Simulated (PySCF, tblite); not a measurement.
# C7H13NSi: geometry, infrared bands and NMR shifts

Wanted: the infrared bands and NMR shifts of C7H13NSi (`[H]/N=C1\C=CC[C@H]1CC[SiH3]`), by calculation.

Computed with tblite 0.8.0 and PySCF 2.14.0, with density-fitted response routines of our own, on a single molecule in the gas phase. Atoms are numbered from 0 throughout.

## Step 1: The molecule as given

22 atoms, charge 0, multiplicity 1; geometry from: force field or distance geometry start.

Bonds of the start (Å): N0–C1 1.30, C1–C2 1.45, C2–C3 1.34, C3–C4 1.47, C4–C5 1.51, C5–C6 1.51, C6–C7 1.51, C7–Si8 1.86, C5–C1 1.50, N0–H9 1.06, C2–H10 1.10, C3–H11 1.06, C4–H12 1.12, C4–H13 1.11, C5–H14 1.09, C6–H15 1.12, C6–H16 1.10, C7–H17 1.11, C7–H18 1.13, Si8–H19 1.46, Si8–H20 1.50, Si8–H21 1.45.

## Step 2: Geometry optimisation with GFN2-xTB

Job settings and geometry (Å):

```
{"job": {"kind": "relax", "xc": "GFN2-xTB", "basis": "xTB"}, "charge": 0, "multiplicity": 1}
N     -1.284600    -1.946200     0.990200
C     -1.395700    -0.843000     0.306700
C     -2.322900     0.224600     0.609300
C     -2.363300     1.113600    -0.392600
C     -1.427700     0.686600    -1.437300
C     -0.586500    -0.440700    -0.889200
C      0.714400     0.189500    -0.442500
C      1.575600    -0.735200     0.392300
Si     3.093400     0.262400     0.807100
H     -1.933800    -2.095300     1.820000
H     -2.961600     0.351700     1.497300
H     -2.969900     1.982400    -0.421400
H     -0.767300     1.563100    -1.646300
H     -1.929500     0.397200    -2.388500
H     -0.452400    -1.276700    -1.567900
H      0.494900     1.079100     0.199600
H      1.302700     0.522800    -1.312600
H      1.058900    -1.164800     1.270600
H      1.878200    -1.628600    -0.225400
H      3.920900    -0.372200     1.835100
H      2.559100     1.530200     1.407200
H      3.786600     0.619000    -0.412500
```

Started as:

```sh
OMP_NUM_THREADS=1 python probes_run.py task.json out
```

One launch serves the whole session: the jobs run in the order shown.

**Question.** This job is followed by: GFN2-xTB harmonic vibrations, gas phase; GIAO PBE0/pcSseg-1 NMR shielding, non-relativistic, gas phase. What will the session give for the following? strongest single infrared mode (GFN2-xTB); zero-point energy (GFN2-xTB); ¹³C shifts against TMS (PBE0/pcSseg-1); ¹H shifts against TMS (PBE0/pcSseg-1, means over atoms taken as alike); ¹⁵N shifts against NH3 (PBE0/pcSseg-1); ²⁹Si shifts against TMS (PBE0/pcSseg-1).

As calculated:

```
                                                              quantity                                                                 value
                             strongest single infrared mode (GFN2-xTB)                                                 2232 cm⁻¹, 372 km/mol
                                          zero-point energy (GFN2-xTB)                                                        111.4 kcal/mol
                                ¹³C shifts against TMS (PBE0/pcSseg-1)                        192.0, 159.7, 138.9, 45.5, 44.4, 37.1, 6.8 ppm
¹H shifts against TMS (PBE0/pcSseg-1, means over atoms taken as alike)  9.72, 7.00, 5.90, 3.75, 3.32, 3.09, 2.27, 2.16, 1.66, 1.16, 0.39 ppm
                                ¹⁵N shifts against NH3 (PBE0/pcSseg-1)                                                             320.1 ppm
                               ²⁹Si shifts against TMS (PBE0/pcSseg-1)                                                             -71.4 ppm
```

In words: Relaxing lowered the energy by 0.592 eV in 118 steps; the close pair that moved most is N0–H9, from 1.064 to 1.019 Å. All 60 modes are real, so the xTB geometry is a minimum. The strongest single mode, at 2232 cm⁻¹, moves mainly H21. Unscaled tight-binding wavenumbers are off by several per cent, some by more. Its intensities can rank the bands wrongly. At PBE0/pcSseg-1: Shielding is most anisotropic at N0 (span 549 ppm, paramagnetic term -373 ppm).
